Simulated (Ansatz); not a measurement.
# CH₈N₂Si₂, SMILES N[SiH]1NC[SiH2]1: a geometry optimisation

Program: Ansatz 0.2.0, Python API.

Run as a notebook:

```python
import warnings

import ansatz
import numpy as np
import pandas as pd
```

```python
GEOMETRY = '''
N    -1.69100   -1.53000    0.05230
Si   -0.15570   -1.02070   -0.26840
N    -0.05240    0.11280    0.98740
C     0.97580    1.13620    0.41450
Si    0.34610    0.81150   -1.43210
H    -2.23020   -0.63720    0.36480
H    -1.72230   -2.11290    0.84170
H     0.86040   -2.07200    0.00880
H     0.33780   -0.31260    1.89050
H     1.97050    0.91140    0.58590
H     0.69620    2.15000    0.77280
H     1.51450    0.79570   -2.34830
H    -0.82930    1.73300   -1.85500
'''
```

```python
warnings.simplefilter('ignore', ansatz.DeckWarning)

ch8n2si2 = ansatz.Crystal.molecule()
for line in GEOMETRY.strip().splitlines():
    symbol, *xyz = line.split()
    ch8n2si2 = ch8n2si2.atom(symbol, [float(v) for v in xyz])

model = (
    ch8n2si2.calculation()
    .basis(gaussian='cc-pVDZ')
    .functional('b3lyp')
)
symbols = [site.symbol for site in ch8n2si2.cartesian_sites]
start = np.array([site.position_ang for site in ch8n2si2.cartesian_sites], dtype=float)
data = model.relax(force_tolerance=0.005).run(threads=1, backend='cpu').report
end = np.array(data['positions_ang'])

print('reference energy %16.6f eV' % data['reference_energy_ev'])
print('total energy     %16.6f eV' % data['free_energy_ev'])
print('occupied (up, down):', data['n_occupied'], ' virtual:', data['n_virtual'], ' frozen:', data['n_frozen'])
```

    reference energy    -19904.080039 eV
    total energy        -19904.080039 eV
    occupied (up, down): [28, 28]  virtual: [90, 90]  frozen: 0

```python
print('bond        before    after (A)')
for i, j in [(0, 1), (0, 5), (0, 6), (1, 2), (1, 4), (1, 7), (2, 3), (2, 8), (3, 4), (3, 9), (3, 10), (4, 11), (4, 12)]:
    d0, d1 = (np.linalg.norm(xyz[i] - xyz[j]) for xyz in (start, end))
    print(f'{symbols[i]}{i}-{symbols[j]}{j}'.ljust(10), f'{d0:8.4f} {d1:8.4f}')
```

    bond        before    after (A)
    N0-Si1       1.6491   1.7386
    N0-H5        1.0888   1.0158
    N0-H6        0.9818   1.0157
    Si1-N2       1.6949   1.7631
    Si1-Si4      2.2278   2.3579
    Si1-H7       1.4881   1.5026
    N2-C3        1.5597   1.4768
    N2-H8        1.0718   1.0179
    C3-Si4       1.9778   1.9413
    C3-H9        1.0341   1.1071
    C3-H10       1.1110   1.1066
    Si4-H11      1.4849   1.4994
    Si4-H12      1.5523   1.5000

```python
charges = data['charge_distribution']
table = pd.DataFrame({'atom': symbols, 'mulliken': charges['mulliken_charges_e'], 'lowdin': charges['lowdin_charges_e']})
print(table.round(3).to_string())
print('dipole (e A):', np.round(charges['dipole_moment_e_ang'], 4) + 0.0)
```

       atom  mulliken  lowdin
    0     N    -0.269   0.112
    1    Si     0.409  -0.026
    2     N    -0.304   0.111
    3     C    -0.003  -0.112
    4    Si     0.130   0.166
    5     H     0.090  -0.011
    6     H     0.095  -0.009
    7     H    -0.113  -0.081
    8     H     0.064  -0.019
    9     H     0.019  -0.003
    10    H     0.018  -0.005
    11    H    -0.066  -0.062
    12    H    -0.068  -0.062
    dipole (e A): [-0.1675 -0.048   0.3258]

Reading the output:
- These settings explore the input space; basis and method may be short of convergence.
- The end point is the stationary point reached from this start; no frequency run checks that it is a minimum, and the basis set is modest.
- The Löwdin charges here are taken after orthogonalising the functions within each atom; they differ from plain Löwdin charges, and their signs can be unphysical.
- b3lyp holds the VWN-RPA fit, as in Gaussian; the form of ORCA and Turbomole is b3lyp5.
- Finished in 2.9 min on 1 thread of Arm Neoverse N1, with other jobs on the host, peak memory 0.4 GiB.

(Lines on the test bed's own set-up are left out of the output.)
